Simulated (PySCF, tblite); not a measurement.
# C₉H₁₇Al: geometry, infrared bands and NMR shifts

Aim: predict the infrared bands and NMR shifts of C₉H₁₇Al (`C1CCC([C@H]2C[CH2][AlH][CH2]2)C1`).

Programs: tblite 0.8.0 and PySCF 2.14.0, with density-fitted response routines of our own. Each step states its level of theory. These are calculated values for one molecule in the gas phase, unless marked as measured. Atoms are numbered from 0 throughout.

**1. The starting structure**

27 atoms, charge 0, multiplicity 1; geometry from: force field or distance geometry start.

Bonds of the start (Å): C0–C1 1.50, C1–C2 1.50, C2–C3 1.51, C3–C4 1.53, C4–C5 1.48, C5–C6 1.49, C6–Al7 2.01, Al7–C8 2.00, C3–C9 1.49, C9–C0 1.53, C8–C4 1.50, C0–H10 1.10, C0–H11 1.11, C1–H12 1.14, C1–H13 1.11, C2–H14 1.11, C2–H15 1.12, C3–H16 1.11, C4–H17 1.11, C5–H18 1.11, C5–H19 1.13, C6–H20 1.10, C6–H21 1.10, Al7–H22 1.60, C8–H23 1.09, C8–H24 1.12, C9–H25 1.12, C9–H26 1.11.

**2. Geometry optimisation with GFN2-xTB**

What the job is given:

```
{"job": {"kind": "relax", "xc": "GFN2-xTB", "basis": "xTB"}, "charge": 0, "multiplicity": 1}
C      2.640900    -0.353700    -0.945900
C      2.833700     0.224000     0.429200
C      1.488900     0.619500     0.972800
C      0.559600    -0.120600     0.046700
C     -0.867800     0.414900     0.098000
C     -1.636900    -0.422200    -0.854000
C     -3.090900    -0.084700    -0.805600
Al    -3.260600    -0.119300     1.201000
C     -1.314700     0.233600     1.514300
C      1.209000     0.083200    -1.282500
H      3.360500     0.033000    -1.681900
H      2.611600    -1.464200    -0.872500
H      3.273600    -0.575200     1.116800
H      3.525900     1.089300     0.388900
H      1.366900     1.724300     0.893200
H      1.356300     0.244300     2.024600
H      0.562300    -1.206800     0.260500
H     -0.825400     1.487500    -0.180700
H     -1.290600    -0.228900    -1.886900
H     -1.434700    -1.509400    -0.631100
H     -3.634600    -0.928100    -1.262400
H     -3.368700     0.890000    -1.232400
H     -4.008400    -1.324900     1.944300
H     -0.820900    -0.556600     2.076800
H     -1.264100     1.240200     2.001000
H      1.234700     1.173500    -1.555700
H      0.774600    -0.536600    -2.090600
```

Launch:

```sh
OMP_NUM_THREADS=1 python probes_run.py task.json out
```

One launch serves the whole session: the jobs run in the order shown.

**Question.** This job is followed by: GFN2-xTB harmonic vibrations, gas phase; PBE0-D3(BJ)/def2-SVP geometry optimisation, gas phase; GIAO PBE0/pcSseg-1 NMR shielding, non-relativistic, gas phase; GIAO HF/pcSseg-1 NMR shielding, non-relativistic, gas phase. What will the session give for the following? strongest single infrared mode (GFN2-xTB); zero-point energy (GFN2-xTB); point group; rotational constants (main isotopes); ¹³C shifts against TMS (PBE0/pcSseg-1); ¹H shifts against TMS (PBE0/pcSseg-1); ²⁷Al shifts against AlH4- (PBE0/pcSseg-1); range of the shift of Al7.

As calculated:

| quantity | value |
| --- | --- |
| strongest single infrared mode (GFN2-xTB) | 1815 cm⁻¹, 623 km/mol |
| zero-point energy (GFN2-xTB) | 146.5 kcal/mol |
| point group | C1 |
| rotational constants (main isotopes) | 2.85, 0.58, 0.50 GHz |
| ¹³C shifts against TMS (PBE0/pcSseg-1) | 54.0, 49.2, 36.0, 35.6, 35.2, 26.7, 24.6, 20.1, 13.6 ppm |
| ¹H shifts against TMS (PBE0/pcSseg-1) | 5.88, 2.33, 1.92, 1.81, 1.68, 1.60, 1.57, 1.54, 1.00, 0.92, 0.82, 0.81, 0.76, 0.69 ppm and more |
| ²⁷Al shifts against AlH4- (PBE0/pcSseg-1) | 251.2 ppm |
| range of the shift of Al7 | 212.7 to 251.2 ppm |

**Reading.** Relaxing lowered the energy by 1.232 eV in 125 steps; the close pair that moved most is Al7–H22, from 1.602 to 1.542 Å (GFN2-xTB). The lowest mode is imaginary (38i cm⁻¹), so the xTB geometry is not a minimum. The strongest single mode, at 1815 cm⁻¹, moves mainly H22. Unscaled tight-binding wavenumbers are off by several per cent, some by more. Its intensities can rank the bands wrongly. Over 6 steps the energy fell by 0.327 eV; of the close pairs, Al7–H22 changed most, 1.540 to 1.594 Å (PBE0/def2-SVP). No frequency check was run at this level, so the end point may be a saddle. At PBE0/pcSseg-1: Shielding is most anisotropic at Al7 (span 139 ppm, paramagnetic term -558 ppm). Across the 2 runs the shift of Al7 moves most, between 212.7 (HF/pcSseg-1) and 251.2 ppm (PBE0/pcSseg-1).
